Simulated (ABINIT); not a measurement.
# RhN (Pm-3m) in ABINIT: further runs, part 2 of 2

ABINIT 10.8.3 (patched build). The steps go on from the part before.

### 3 Single point, r2SCAN+U, collinear spin, ferromagnetic start

run.abi

```
# Pseudopotentials
pp_dirpath "./"
pseudos "Rh.GGA_PBE-JTH.xml, N.GGA_PBE-JTH.xml"

# Structure
acell 5.038759616 5.038759616 5.038759616
rprim
     1.0000000000     0.0000000000     0.0000000000
     0.0000000000     1.0000000000     0.0000000000
     0.0000000000     0.0000000000     1.0000000000
ntypat 2
znucl 45 7
natom 2
typat 1 2
xred
     0.0000000000     0.0000000000     0.0000000000
     0.5000000000     0.5000000000     0.5000000000

# Plane-wave basis
ecut 707.496042 eV
pawecutdg 48.0

# k points
kptopt 1
ngkpt 7 7 7
nshiftk 1
shiftk 0.0 0.0 0.0

# Exchange and correlation
ixc -497498
usekden 1
pawxcdev 0

# Bands and occupations
nband 15
occopt 7
tsmear 0.05 eV

# Spin
nsppol 2
spinat
     0.0000000000     0.0000000000     4.0000000000
     0.0000000000     0.0000000000     0.0000000000

# DFT+U
usepawu 1
lpawu 2 -1
upawu 1.0 0.0 eV
jpawu 0.0 0.0 eV

# SCF cycle
nstep 100
tolvrs 1.0e-7

# Output
iomode 3
prtwf 0
prtden 0
prteig 0
prtebands 0
```

Potentials or basis: JTH PAW PBE v2.0.

Run with:

```sh
$ abinit run.abi > log 2>&1
```

run.abo:

```text
.Version 10.8.3 of ABINIT
 Symmetries : space group Pm -3 m (#221); Bravais cP (primitive cubic)
================================================================================
 Values of the parameters that define the memory need of the present run
     intxc =       0    ionmov =       0      iscf =      17    lmnmax =      18
     lnmax =       6     mgfft =      24  mpssoang =       3    mqgrid =    3001
     natom =       2  nloc_mem =       2    nspden =       2   nspinor =       1
    nsppol =       2      nsym =      48    n1xccc =       1    ntypat =       2
    occopt =       7   xclevel =       2
       mpw =         819          nfft =       13824          nkpt =          20
 PAW method is used; the additional fine FFT grid is defined by:
   mgfftf=        32    nfftf =     32768
================================================================================
================================================================================

--------------------------------------------------------------------------------
------------- Echo of variables that govern the present computation ------------
--------------------------------------------------------------------------------
 -outvars: echo values of preprocessed input variables --------
            acell      5.0387596160E+00  5.0387596160E+00  5.0387596160E+00 Bohr
              amu      1.02905500E+02  1.40067400E+01
             ecut      2.60000000E+01 Hartree
              ixc     -497498
         kptrlatt        7    0    0      0    7    0      0    0    7
          kptrlen      3.52713173E+01
            lpawu           2      -1
            natom           2
            nband          15
            ngfft          24      24      24
          ngfftdg          32      32      32
             nkpt          20
           nspden           2
           nsppol           2
            nstep         100
             nsym          48
           ntypat           2
           occopt           7
        pawecutdg      4.80000000E+01 Hartree
         pawxcdev           0
           prtden           0
        prtebands           0
           prteig           0
          prtkden           1
            prtwf           0
          spgroup         221
           spinat      0.0000000000E+00  0.0000000000E+00  4.0000000000E+00
                       0.0000000000E+00  0.0000000000E+00  0.0000000000E+00
           tolvrs      1.00000000E-07
           tsmear      1.83746611E-03 Hartree
            typat      1  2
            upawu      3.67493222E-02  0.00000000E+00 Hartree
          usekden           1
          usepawu           1
           useylm           1
           xangst      0.0000000000E+00  0.0000000000E+00  0.0000000000E+00
                       1.3331983791E+00  1.3331983791E+00  1.3331983791E+00
            xcart      0.0000000000E+00  0.0000000000E+00  0.0000000000E+00
                       2.5193798080E+00  2.5193798080E+00  2.5193798080E+00
             xred      0.0000000000E+00  0.0000000000E+00  0.0000000000E+00
                       5.0000000000E-01  5.0000000000E-01  5.0000000000E-01
            znucl       45.00000    7.00000

================================================================================

 chkinp: Checking input parameters for consistency.

================================================================================
== DATASET  1 ==================================================================

--- !DatasetInfo
iteration_state: {dtset: 1, }
dimensions: {natom: 2, nkpt: 20, mband: 15, nsppol: 2, nspinor: 1, nspden: 2, mpw: 819, }
cutoff_energies: {ecut:  26.0, pawecutdg:  48.0, }
electrons: {nelect:   2.20000000E+01, charge:   0.00000000E+00, occopt:   7.00000000E+00, tsmear:   1.83746611E-03, }
meta: {optdriver: 0, ionmov: 0, optcell: 0, iscf: 17, paral_kgb: 0, }
...
[... 161 lines left out ...]
     0.00000    0.58247    0.00000    0.00000    0.00000
     0.00000    0.00000    0.56103    0.00000    0.00000
     0.00000    0.00000    0.00000    0.58247    0.00000
     0.00000    0.00000    0.00000    0.00000    0.56103

================================================================================

 ----iterations are completed or convergence reached----

 Mean square residual over all n,k,spin=   48.142E-08; max=  11.067E-05
 reduced coordinates (array xred) for    2 atoms
       0.000000000000      0.000000000000      0.000000000000
       0.500000000000      0.500000000000      0.500000000000
 rms dE/dt=  0.0000E+00; max dE/dt=  0.0000E+00; dE/dt below (all hartree)
    1       0.000000000000      0.000000000000      0.000000000000
    2       0.000000000000      0.000000000000      0.000000000000

 cartesian coordinates (angstrom) at end:
    1      0.00000000000000     0.00000000000000     0.00000000000000
    2      1.33319837909832     1.33319837909832     1.33319837909832

 cartesian forces (hartree/bohr) at end:
    1     -0.00000000000000    -0.00000000000000    -0.00000000000000
    2     -0.00000000000000    -0.00000000000000    -0.00000000000000
 frms,max,avg= 0.0000000E+00 0.0000000E+00   0.000E+00  0.000E+00  0.000E+00 h/b

 cartesian forces (eV/Angstrom) at end:
    1     -0.00000000000000    -0.00000000000000    -0.00000000000000
    2     -0.00000000000000    -0.00000000000000    -0.00000000000000
 frms,max,avg= 0.0000000E+00 0.0000000E+00   0.000E+00  0.000E+00  0.000E+00 e/A
 length scales=  5.038759616000  5.038759616000  5.038759616000 bohr
              =  2.666396758197  2.666396758197  2.666396758197 angstroms
 Fermi (or HOMO) energy (hartree) =   0.56361   Average Vxc (hartree)=  -0.53529
 Magnetization (Bohr magneton)=  9.29234882E-01
 Total spin up =  1.14646174E+01   Total spin down =  1.05353826E+01
 Eigenvalues (hartree) for nkpt=  20  k points, SPIN UP:
 kpt#   1, nband= 15, wtk=  0.00292, kpt=  0.0000  0.0000  0.0000 (reduced coord)
  -2.43909   -1.22308   -1.22308   -1.22308   -0.11047    0.33446    0.33446    0.49309
   0.49309    0.49309    0.52044    0.52044    0.52044    0.73287    1.22935
      occupation numbers for kpt#   1
   1.00000    1.00000    1.00000    1.00000    1.00000    1.00000    1.00000    1.00000
   1.00000    1.00000    1.00000    1.00000    1.00000    0.00000    0.00000
 prteigrs : prtvol=0 or 1, do not print more k-points.

 Eigenvalues (hartree) for nkpt=  20  k points, SPIN DOWN:
 kpt#   1, nband= 15, wtk=  0.00292, kpt=  0.0000  0.0000  0.0000 (reduced coord)
  -2.41020   -1.19210   -1.19210   -1.19210   -0.10162    0.37322    0.37322    0.50603
   0.50603    0.50603    0.54566    0.54566    0.54566    0.74629    1.24256
      occupation numbers for kpt#   1
   1.00000    1.00000    1.00000    1.00000    1.00000    1.00000    1.00000    1.00000
   1.00000    1.00000    1.00000    1.00000    1.00000    0.00000    0.00000
 prteigrs : prtvol=0 or 1, do not print more k-points.

--- !EnergyTerms
iteration_state     : {dtset: 1, }
comment             : Components of total free energy in Hartree
kinetic             :  2.07897460916693E+01
hartree             :  2.05115711194796E+01
xc                  : -7.54326782816019E+00
Ewald energy        : -1.01933868823568E+02
psp_core            :  4.31851085830735E+00
local_psp           : -7.92812058768719E+01
PAW spherical_terms :  3.78849117517743E+01
internal            : -1.05253602707370E+02
'-kT*entropy'       : -1.07466124666347E-04
total_energy        : -1.05253710173495E+02
total_energy_eV     : -2.86409936135350E+03
...

--- !EnergyTermsDC
iteration_state     : {dtset: 1, }
comment             : '"Double-counting" decomposition of free energy'
band_energy         : -7.14199978701568E+00
Ewald energy        : -1.01933868823568E+02
psp_core            :  4.31851085830735E+00
xc_dc               : -1.80029510301820E+01
PAW spherical_terms :  1.75067290925684E+01
internal            : -1.05253579689890E+02
'-kT*entropy'       : -1.07466124666347E-04
total_energy_dc     : -1.05253687156015E+02
total_energy_dc_eV  : -2.86409873501597E+03
...

--- !EnergyTermsWithPAWCore
iteration_state     : {dtset: 1, }
comment             : 'Components of total free energy, including PAW core contributions'
Total energy        : -4.83949095415914E+03
Total energy DC     : -4.83949093114166E+03
Total energy (eV)   : -1.31689257587555E+05
Total energy DC (eV): -1.31689256961218E+05
...

 Cartesian components of stress tensor (hartree/bohr^3)
  sigma(1 1)= -4.73666043E-04  sigma(3 2)=  0.00000000E+00
  sigma(2 2)= -4.73666043E-04  sigma(3 1)=  0.00000000E+00
  sigma(3 3)= -4.73666043E-04  sigma(2 1)=  0.00000000E+00

-Cartesian components of stress tensor (GPa)         [Pressure=  1.3936E+01 GPa]
- sigma(1 1)= -1.39357361E+01  sigma(3 2)=  0.00000000E+00
- sigma(2 2)= -1.39357361E+01  sigma(3 1)=  0.00000000E+00
- sigma(3 3)= -1.39357361E+01  sigma(2 1)=  0.00000000E+00

== END DATASET(S) ==============================================================
================================================================================

 -outvars: echo values of variables after computation  --------
            acell      5.0387596160E+00  5.0387596160E+00  5.0387596160E+00 Bohr
           etotal     -1.0525368716E+02
            fcart     -0.0000000000E+00 -0.0000000000E+00 -0.0000000000E+00
                      -0.0000000000E+00 -0.0000000000E+00 -0.0000000000E+00
           strten     -4.7366604287E-04 -4.7366604287E-04 -4.7366604287E-04
                       0.0000000000E+00  0.0000000000E+00  0.0000000000E+00
           xangst      0.0000000000E+00  0.0000000000E+00  0.0000000000E+00
                       1.3331983791E+00  1.3331983791E+00  1.3331983791E+00
             xred      0.0000000000E+00  0.0000000000E+00  0.0000000000E+00
                       5.0000000000E-01  5.0000000000E-01  5.0000000000E-01
 Calculation completed.
```

Run time: 95 s. Hardware: 1 thread of Arm Neoverse V2, shared host; peak memory 0.15 GiB.

Results:

* Free energy: -2864.0987 eV
* Pressure: 13.9 GPa
* Band gap on the k mesh: none (metal or under the smearing width)
* Net moment: 0.93 μB per cell
* Site moments: Rh +0.76; N +0.11 μB
* Valence electrons inside the program's atomic spheres: Rh 14.92; N 2.44

Eigenvalues of the final occupation matrices:
```csv
site,spin,trace,eigenvalues
atom 1,1,3.64,0.66 0.66 0.66 0.82 0.82
atom 1,2,2.87,0.56 0.56 0.58 0.58 0.58
```

Caveat: totals of a meta-GGA on PAW files have another zero than those of a GGA; the PAW data sets were made with another functional, which shifts forces and pressure a little; the moment fell far below its start of 4 μB, so a state of higher moment may lie lower in energy. The state reached can hang on the start; a lower one may exist.

### 4 Single point, LDA+U, collinear spin, ferromagnetic start

run.abi

```
# Pseudopotentials
pp_dirpath "./"
pseudos "Rh.LDA_PW-JTH.xml, N.LDA_PW-JTH.xml"

# Structure
acell 3*1.0 Angstrom
rprim
     2.6663967600     0.0000000000     0.0000000000
     0.0000000000     2.6663967600     0.0000000000
     0.0000000000     0.0000000000     2.6663967600
ntypat 2
znucl 45 7
natom 2
typat 1 2
xred
     0.0000000000     0.0000000000     0.0000000000
     0.5000000000     0.5000000000     0.5000000000

# Plane-wave basis
ecut 26.0
pawecutdg 48.0

# k points
kptopt 1
ngkpt 7 7 7
nshiftk 1
shiftk 0.0 0.0 0.0

# Exchange and correlation
ixc 7

# Bands and occupations
nband 15
occopt 7
tsmear 0.05 eV

# Spin
nsppol 2
spinat
     0.0000000000     0.0000000000     4.0000000000
     0.0000000000     0.0000000000     0.0000000000

# DFT+U
usepawu 1
lpawu 2 -1
upawu 8.0 0.0 eV
jpawu 0.0 0.0 eV

# SCF cycle
nstep 100
tolvrs 1.0e-9

# Output
iomode 3
prtwf 0
prtden 0
prteig 0
prtebands 0
enunit 2
```

Potentials or basis: JTH PAW LDA v2.0.

Run with:

```sh
$ abinit run.abi > log 2>&1
```

Run time: 65 s. Hardware: 1 thread of Arm Neoverse V2, shared host; peak memory 0.08 GiB.

Results (log left out):

| Property | Result |
| --- | --- |
| Free energy | -3301.5074 eV |
| Pressure | 25.4 GPa |
| Band gap on the k mesh | none (metal or under the smearing width) |
| Net moment | 2.00 μB per cell |
| Site moments | Rh +2.06; N -0.07 μB |
| Valence electrons inside the program's atomic spheres | Rh 14.85; N 2.48 |

Levels at points of the mesh, in eV from the Fermi level:
Spin up:
```
           k point  band 9  band 10  band 11  band 12  band 13  band 14  band 15
(0.00, 0.00, 0.00)   -4.84    -4.84    -1.58    -1.58    -1.58     3.85    16.13
```
Spin down:
```csv
k point,band 6,band 7,band 8,band 9,band 10,band 11,band 12,band 13,band 14,band 15
"(0.00, 0.00, 0.00)",-7.72,-7.72,-1.69,-1.69,-1.69,2.11,2.11,2.11,4.17,16.44
```

Eigenvalues of the final occupation matrices:
| site | spin | trace | eigenvalues |
| --- | --- | --- | --- |
| atom 1 | 1 | 4.28 | 0.84 0.84 0.84 0.88 0.88 |
| atom 1 | 2 | 2.19 | 0.16 0.16 0.16 0.85 0.85 |

The state reached can hang on the start; a lower one may exist.

### 5 The runs side by side

| level | potentials or basis | U | gap on the mesh (eV) | pressure (GPa) | moment (μB) |
| --- | --- | --- | --- | --- | --- |
| r2SCAN+U | JTH PAW PBE v2.0 | Rh d U = 6 eV | none | 45.0 | 2.00 |
| r2SCAN+U | JTH PAW PBE v2.0 | Rh d U = 1 eV | none | 13.9 | 0.93 |
| LDA+U | JTH PAW LDA v2.0 | Rh d U = 8 eV | none | 25.4 | 2.00 |

Alike in all rows: task single point; spin collinear, ferromagnetic start; cell as given; k mesh 7 × 7 × 7; cutoff (eV) 707; smearing gaussian 0.05 eV.

Caveats: totals of a meta-GGA on PAW files have another zero than those of a GGA (some runs); the PAW data sets were made with another functional, which shifts forces and pressure a little (some runs); a pressure of tens of GPa on the cell as given is suspect, and the run, the potentials or the cell itself is likely at fault (some runs); the moment fell far below its start of 4 μB, so a state of higher moment may lie lower in energy (some runs).

Absolute energies hang on the potentials; compare differences alone.
